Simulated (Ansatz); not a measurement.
**Si₃H₅Cl: how energies converge with the basis set**

How large a basis does Si₃H₅Cl need? Two functionals are run in growing sets.

Computed with Ansatz 0.2.0, Gaussian basis. Level: one geometry, several basis sets.

Plan: PBE0-D4/def2-SVP; ωB97M-V/def2-SVP; PBE0-D4/def2-QZVPP; ωB97M-V/def2-QZVPP; the functionals' def2-TZVPP values are taken from earlier runs.

## (1) The geometry

An earlier PBE0-D4 in a triple-zeta def2 set relaxation fixed the geometry.

SMILES `Cl[SiH]1[SiH2][SiH2]1`, 9 atoms, charge 0, spin multiplicity 1.

Atoms are counted from 1 here; the program's logs count them from 0.

Bond lengths: Cl1–Si2 2.055 Å, Si2–Si3 2.321 Å, Si2–Si4 2.321 Å, Si2–H5 1.483 Å, Si3–Si4 2.351 Å, Si3–H6 1.484 Å, Si3–H7 1.485 Å, Si4–H8 1.484 Å, Si4–H9 1.485 Å. Angles: Cl1–Si2–Si3 122.6°, Cl1–Si2–Si4 122.6°, Cl1–Si2–H5 110.5°, Si3–Si2–Si4 60.8°, Si3–Si2–H5 116.2°, Si4–Si2–H5 116.3°, Si2–Si3–Si4 59.6°, Si2–Si3–H6 117.9°, Si2–Si3–H7 120.1°, Si4–Si3–H6 113.4°, Si4–Si3–H7 122.9°, H6–Si3–H7 113.0°, Si2–Si4–Si3 59.6°, Si2–Si4–H8 117.9°, Si2–Si4–H9 120.2°, Si3–Si4–H8 113.4°, Si3–Si4–H9 122.9°, H8–Si4–H9 113.0°.

Geometry (Å):

```
Cl   -2.1789    1.2138   -1.6664
Si   -0.4781    0.1616   -1.1924
Si    0.9815    0.8332    0.4826
Si   -0.2982   -1.1227    0.7323
H     0.1428   -0.3992   -2.4173
H     0.5528    1.9370    1.3773
H     2.4469    0.8139    0.2453
H    -1.3697   -0.9990    1.7518
H     0.2893   -2.4847    0.6695
```

## (2) PBE0-D4 in def2-SVP

Input file in.yaml:

```yaml
crystal:
  periodic: [false, false, false]
  atoms:
    - {symbol: Cl, position_ang: [-2.178889, 1.213781, -1.666369]}
    - {symbol: Si, position_ang: [-0.478103, 0.161590, -1.192449]}
    - {symbol: Si, position_ang: [0.981548, 0.833171, 0.482628]}
    - {symbol: Si, position_ang: [-0.298150, -1.122707, 0.732347]}
    - {symbol: H, position_ang: [0.142817, -0.399196, -2.417296]}
    - {symbol: H, position_ang: [0.552777, 1.937007, 1.377300]}
    - {symbol: H, position_ang: [2.446922, 0.813876, 0.245312]}
    - {symbol: H, position_ang: [-1.369741, -0.999013, 1.751828]}
    - {symbol: H, position_ang: [0.289320, -2.484707, 0.669498]}
basis:
  gaussian: {orbitals: def2-SVP}
hamiltonian: {xc: pbe0, dispersion: d4}
output: {orbitals: {seedname: orbitals}}
```

Launch:

```sh
> ansatz run in.yaml --threads 2 --pin off --events-out ev --progress --plain --max-ram 4352MiB
```

Output:

```text
Functional definition: PBE0
  name "PBE0"
  cite "Adamo & Barone, J. Chem. Phys. 110, 6158 (1999) doi:10.1063/1.478522"
  cite "Perdew, Burke & Ernzerhof, Phys. Rev. Lett. 77, 3865 (1996) doi:10.1103/PhysRevLett.77.3865"
  parent pbe
  parameter a = 0.25
  parameter kappa = 0.804
  parameter beta = 0.06672455060314922
  exchange = (1 - a)*pbe_x(kappa = kappa, mu = beta*pi^2/3) + a*exact_x
  correlation = pbe_c(beta = beta)
919 factors; integrals over basis functions are off by at most 1.1e-3 eV
mean field evaluation 1: about -36211.1479 eV, gradient 9.8e0 eV
mean field evaluation 2: about -36211.4033 eV, gradient 5.7e0 eV
mean field evaluation 4: about -36211.5127 eV, gradient 3.4e-1 eV
mean field evaluation 8: about -36211.5423 eV, gradient 3.8e-2 eV
mean field evaluation 16: about -36211.5423 eV, gradient 2.8e-5 eV
mean field -36211.54230403 eV, -1330.7496346082 hartree, gradient 2.8e-5 eV, S^2 0.000000; 0 other end points of the search recorded, 0 dependent functions left out
reference -36211.54233079 eV, -1330.7496355916 hartree; 32, 32 occupied and 65, 65 virtual orbitals, 919 factors
Total energy: -36211.77373764 eV, -1330.7581396364 hartree
```

Wall time 1.5 s (2 threads of Arm Neoverse V2, shared host).

## (3) ωB97M-V in def2-SVP

in.yaml: that of step 2 with these lines changed.

```diff
@@ -14,3 +14,3 @@
   gaussian: {orbitals: def2-SVP}
-hamiltonian: {xc: pbe0, dispersion: d4}
+hamiltonian: {xc: {name: wB97M-V}}
 output: {orbitals: {seedname: orbitals}}
```

Same command.

Output, shortened:

```text
Functional definition: wB97M-V
  name "wB97M-V"
  cite "Mardirossian & Head-Gordon, J. Chem. Phys. 144, 214110 (2016) doi:10.1063/1.4952647"
  cite "Becke, J. Chem. Phys. 107, 8554 (1997) doi:10.1063/1.475007"
  cite "Vydrov & Van Voorhis, J. Chem. Phys. 133, 244103 (2010) doi:10.1063/1.3521275"
  # Of w^i u^j: cxij and so on, Table III.
[...]
  gx(w, u) = 1 - cx + cx01*u + cx10*w
  gss(w, u) = css00 + css04*u^4 + css10*w + css20*w^2 + css43*w^4*u^3
  gos(w, u) = cos00 + cos10*w + (cos20 + cos21*u)*w^2 + (cos60 + cos61*u)*w^6
[...]
      + integral(e_c_pw_mod_opposite_spin*gos(b97_w_opposite, b97_u_opposite)) + vv10(b, c)
919 factors; integrals over basis functions are off by at most 1.1e-3 eV
351 factors; integrals over basis functions are off by at most 5.5e-6 eV
[...]
mean field -36222.82979373 eV, -1331.1644422036 hartree, gradient 7.4e-5 eV, S^2 0.000000; 0 other end points of the search recorded, 0 dependent functions left out
reference -36222.82983722 eV, -1331.1644438020 hartree; 32, 32 occupied and 65, 65 virtual orbitals, 919 factors
Total energy: -36222.82983722 eV, -1331.1644438020 hartree
```

Run time: 7.5 s. Hardware: 2 threads of Arm Neoverse V2, shared host.

## (4) PBE0-D4 in def2-QZVPP

in.yaml: that of step 3 with these lines changed.

```diff
@@ -13,4 +13,4 @@
 basis:
-  gaussian: {orbitals: def2-SVP}
-hamiltonian: {xc: {name: wB97M-V}}
+  gaussian: {orbitals: "def2-QZVPP.json"}
+hamiltonian: {xc: pbe0, dispersion: d4}
 output: {orbitals: {seedname: orbitals}}
```

The command is unchanged.

Output:

```text
Functional definition: PBE0
  name "PBE0"
  cite "Adamo & Barone, J. Chem. Phys. 110, 6158 (1999) doi:10.1063/1.478522"
  cite "Perdew, Burke & Ernzerhof, Phys. Rev. Lett. 77, 3865 (1996) doi:10.1103/PhysRevLett.77.3865"
  parent pbe
  parameter a = 0.25
  parameter kappa = 0.804
  parameter beta = 0.06672455060314922
  exchange = (1 - a)*pbe_x(kappa = kappa, mu = beta*pi^2/3) + a*exact_x
  correlation = pbe_c(beta = beta)
1815 factors; their error is unknown
mean field evaluation 1: about -36224.2497 eV, gradient 1.8e1 eV
mean field evaluation 2: about -36224.5637 eV, gradient 1.6e1 eV
mean field evaluation 4: about -36225.3185 eV, gradient 1.1e0 eV
mean field evaluation 8: about -36225.3492 eV, gradient 1.9e-1 eV
mean field evaluation 16: about -36225.3493 eV, gradient 3.7e-5 eV
mean field -36225.34926182 eV, -1331.2570309481 hartree, gradient 3.7e-5 eV, S^2 0.000000; 0 other end points of the search recorded, 0 dependent functions left out
reference -36225.34930763 eV, -1331.2570326318 hartree; 32, 32 occupied and 398, 398 virtual orbitals, 1815 factors
Total energy: -36225.58071448 eV, -1331.2655366766 hartree
```

It took 14 s on 2 threads of Arm Neoverse V2, shared host; peak memory 1.5 GiB.

## (5) ωB97M-V in def2-QZVPP

in.yaml: that of step 4 with these lines changed.

```diff
@@ -14,3 +14,3 @@
   gaussian: {orbitals: "def2-QZVPP.json"}
-hamiltonian: {xc: pbe0, dispersion: d4}
+hamiltonian: {xc: {name: wB97M-V}}
 output: {orbitals: {seedname: orbitals}}
```

Same command.

Output, shortened:

```text
Functional definition: wB97M-V
  name "wB97M-V"
  cite "Mardirossian & Head-Gordon, J. Chem. Phys. 144, 214110 (2016) doi:10.1063/1.4952647"
  cite "Becke, J. Chem. Phys. 107, 8554 (1997) doi:10.1063/1.475007"
  cite "Vydrov & Van Voorhis, J. Chem. Phys. 133, 244103 (2010) doi:10.1063/1.3521275"
  # Of w^i u^j: cxij and so on, Table III.
[...]
  gx(w, u) = 1 - cx + cx01*u + cx10*w
  gss(w, u) = css00 + css04*u^4 + css10*w + css20*w^2 + css43*w^4*u^3
  gos(w, u) = cos00 + cos10*w + (cos20 + cos21*u)*w^2 + (cos60 + cos61*u)*w^6
[...]
      + integral(e_c_pw_mod_opposite_spin*gos(b97_w_opposite, b97_u_opposite)) + vv10(b, c)
1739 factors; their error is unknown
372 factors; integrals over basis functions are off by at most 2.1e-5 eV
[...]
mean field -36236.55096994 eV, -1331.6686861287 hartree, gradient 4.4e-5 eV, S^2 0.000000; 0 other end points of the search recorded, 0 dependent functions left out
reference -36236.55104253 eV, -1331.6686887964 hartree; 32, 32 occupied and 398, 398 virtual orbitals, 1739 factors
Total energy: -36236.55104253 eV, -1331.6686887964 hartree
```

It took 30 s on 2 threads of Arm Neoverse V2, shared host; peak memory 1.8 GiB.

## (6) Functionals by basis

The def2-TZVPP values come from earlier runs at the same geometry.

```tsv
functional	basis	functions	energy (eV)	from the largest (eV)	HOMO (eV)	LUMO (eV)
PBE0-D4	def2-SVP	97	-36211.7737	13.807	-6.97	-1.56
PBE0-D4	def2-TZVPP	238	-36224.4355	1.145	-6.96	-1.69
PBE0-D4	def2-QZVPP	430	-36225.5807	0.000	-6.97	-1.73
ωB97M-V	def2-SVP	97	-36222.8298	13.721	-8.84	0.41
ωB97M-V	def2-TZVPP	238	-36235.4666	1.084	-8.87	0.22
ωB97M-V	def2-QZVPP	430	-36236.5510	0.000	-8.88	0.14
```

## (7) What came out

| quantity | value |
| --- | --- |
| PBE0-D4: double and triple zeta above quadruple | 13.81, 1.15 eV |
| ωB97M-V: double and triple zeta above quadruple | 13.72, 1.08 eV |

**Reading.** PBE0-D4 gains 12.66 eV from double to triple zeta, then 1.15 eV more. These are total energies; as a rule much of such shifts cancels in differences, which this series doesn't test.

For PBE0-D4 the largest set took about 9 times as long as the smallest (14 s against 1.5 s).
